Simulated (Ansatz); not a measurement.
# CH4STe (SMILES CS[TeH]): one structure at several levels

Aim: energy, forces and dipole at a structure displaced at random from a GFN2-xTB minimum, from CCSD(T) and from density functionals.

Computed with Ansatz 0.2.0, Gaussian basis. Level: single points in def2-TZVPP.

Cores are frozen in the correlated methods. Filled d shells of the heavier atoms are correlated. Core potentials replace the inner electrons past krypton, and spin-orbit coupling is left out.

### 1 Starting geometry

SMILES `CS[TeH]`, 7 atoms, charge 0, spin multiplicity 1.

Atoms are counted from 1 here; the program's logs count them from 0.

Bond lengths: C1–S2 1.817 Å, C1–H4 1.086 Å, C1–H5 1.044 Å, C1–H6 1.065 Å, S2–Te3 2.390 Å, Te3–H7 1.666 Å. Angles: S2–C1–H4 109.0°, S2–C1–H5 109.5°, S2–C1–H6 105.7°, H4–C1–H5 110.5°, H4–C1–H6 110.5°, H5–C1–H6 111.6°, C1–S2–Te3 103.7°, S2–Te3–H7 94.1°.

As a file:

```xyz
7
charge 0, multiplicity 1
C    -0.8179    0.5882   -0.3228
S    -0.1890   -0.0839    1.2435
Te    1.2795   -1.8399    0.5566
H    -1.2864   -0.2127   -0.8880
H    -0.0287    1.0051   -0.8641
H    -1.5385    1.3244   -0.0512
H     2.5699   -0.8188    0.2943
```

### 2 CCSD(T)/def2-TZVPP

File run/in.yaml:

```yaml
crystal:
  periodic: [false, false, false]
  atoms:
    - {symbol: C, position_ang: [-0.817900, 0.588200, -0.322800]}
    - {symbol: S, position_ang: [-0.189000, -0.083900, 1.243500]}
    - {symbol: Te, position_ang: [1.279500, -1.839900, 0.556600]}
    - {symbol: H, position_ang: [-1.286400, -0.212700, -0.888000]}
    - {symbol: H, position_ang: [-0.028700, 1.005100, -0.864100]}
    - {symbol: H, position_ang: [-1.538500, 1.324400, -0.051200]}
    - {symbol: H, position_ang: [2.569900, -0.818800, 0.294300]}
basis:
  gaussian: {orbitals: def2-TZVPP}
correlation: {method: ccsd_t}
output: {forces: true}
```

The command line of these runs was not kept.

### 3 PBE0-D4/def2-TZVPP

Changes to run/in.yaml since step 2:

```diff
@@ -12,3 +12,3 @@
   gaussian: {orbitals: def2-TZVPP}
-correlation: {method: ccsd_t}
-output: {forces: true}
+hamiltonian: {xc: pbe0, dispersion: d4}
+output: {forces: true, orbitals: {seedname: orbitals}}
```

### 4 wB97M-V/def2-TZVPP

Changes to run/in.yaml since step 3:

```diff
@@ -12,3 +12,3 @@
   gaussian: {orbitals: def2-TZVPP}
-hamiltonian: {xc: pbe0, dispersion: d4}
-output: {forces: true, orbitals: {seedname: orbitals}}
+hamiltonian: {xc: {name: wB97M-V}}
+output: {forces: true}
```

### 5 r2SCAN-D4/def2-TZVPP

Changes to run/in.yaml since step 4:

```diff
@@ -12,3 +12,3 @@
   gaussian: {orbitals: def2-TZVPP}
-hamiltonian: {xc: {name: wB97M-V}}
+hamiltonian: {xc: r2scan, dispersion: d4}
 output: {forces: true}
```

### 6 PBE-D4/def2-TZVPP

Changes to run/in.yaml since step 5:

```diff
@@ -12,3 +12,3 @@
   gaussian: {orbitals: def2-TZVPP}
-hamiltonian: {xc: r2scan, dispersion: d4}
+hamiltonian: {xc: pbe, dispersion: d4}
 output: {forces: true}
```

### 7 LC-wPBE/def2-TZVPP

Changes to run/in.yaml since step 6:

```diff
@@ -12,3 +12,3 @@
   gaussian: {orbitals: def2-TZVPP}
-hamiltonian: {xc: pbe, dispersion: d4}
+hamiltonian: {xc: {name: LC-wPBE}}
 output: {forces: true}
```

### 8 CAM-B3LYP-D4/def2-TZVPP

Changes to run/in.yaml since step 7:

```diff
@@ -12,3 +12,3 @@
   gaussian: {orbitals: def2-TZVPP}
-hamiltonian: {xc: {name: LC-wPBE}}
+hamiltonian: {xc: {name: CAM-B3LYP}, dispersion: d4}
 output: {forces: true}
```

(Steps that only read results are left out.)

**Question.** What will these runs give? Wanted: energy less free atoms, CCSD(T)/def2-TZVPP; RMS force component; RMS force error; HOMO and LUMO, PBE0-D4; T1 diagnostic.

As calculated:

```
                                  quantity                                                                                                value
energy less free atoms, CCSD(T)/def2-TZVPP                                                                                       -2059.7 kJ/mol
                       RMS force component                                                                 0.556 to 0.638 eV/Å over the methods
                           RMS force error  PBE0-D4 0.112, wB97M-V 0.078, r2SCAN-D4 0.073, PBE-D4 0.173, LC-wPBE 0.224, CAM-B3LYP-D4 0.078 eV/Å
                    HOMO and LUMO, PBE0-D4                                                                                   -6.52 and -1.59 eV
                             T1 diagnostic                                                                                                0.011
```

Against CCSD(T) the functionals' energies less atoms differ by -111.4 to -17.4 kJ/mol, PBE-D4 by -111.4 kJ/mol. The reference is not at the basis limit: in triple zeta CCSD(T) underbinds, which counts against methods that bind more; the gaps are no ranking. On forces the order runs from r2SCAN-D4 to LC-wPBE. Frozen-core CCSD(T) forces in triple zeta carry basis errors of their own, and this is one geometry, so small gaps rank nothing.
